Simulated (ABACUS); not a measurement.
HPbNO4:

```xyz
7
Lattice="3.8571 0.0018 -0.0366 0.1735 4.3344 -0.0165 0.7580 0.8387 5.8766" Properties=species:S:1:pos:R:3 pbc="T T T"
H     2.6784    4.0493    1.1289
Pb    3.2640    2.7055    5.3570
N     3.1776    1.4531    2.9117
O     1.3252    2.6900    4.5562
O     2.9731    4.6255    2.8902
O     2.3661    4.0462    0.1903
O     3.3249    2.1006    1.8421
```

The cell was built by a generator and needn't be a form met in nature.

Base run:

- Program: ABACUS 3.10.1
- Functional: PBE
- Potentials or basis: PseudoDojo NC SR 0.4.1 PBE standard
- Cutoff: 1143 eV
- Density cutoff: 4572 eV
- Basis: plane waves
- k mesh: 7 × 6 × 5
- Occupations: fermi-dirac, width 0.05 eV
- Spin: no spin polarisation

Its results: band gap on the k mesh 0.35 eV, indirect (least direct gap 0.57 eV); pressure 0.3 GPa; largest force 0.196 eV/Å.

Problem. The run is repeated on the same cell with these changes: cutoff from 1143 eV to 1361 eV; density cutoff from 4572 eV to 5442 eV; basis from plane waves to TZDP LCAO (the cutoffs set its grid). What comes out?

Solution. Band gap on the k mesh 0.35 eV, indirect (least direct gap 0.57 eV); pressure 1.4 GPa; largest force 0.835 eV/Å.

Caveats: spin-orbit coupling is left out, which as a rule narrows the gap of such compounds by several tenths of an eV; an odd mesh through Γ misses points on the zone boundary, where band edges often lie; there are fewer bands than atomic start orbitals, so a level may be missed at k points of high symmetry (some runs); the atomic orbitals were generated for these runs and aren't a published set (some runs); the basis of atomic orbitals isn't converged, which shifts pressures, moduli and gaps (some runs).
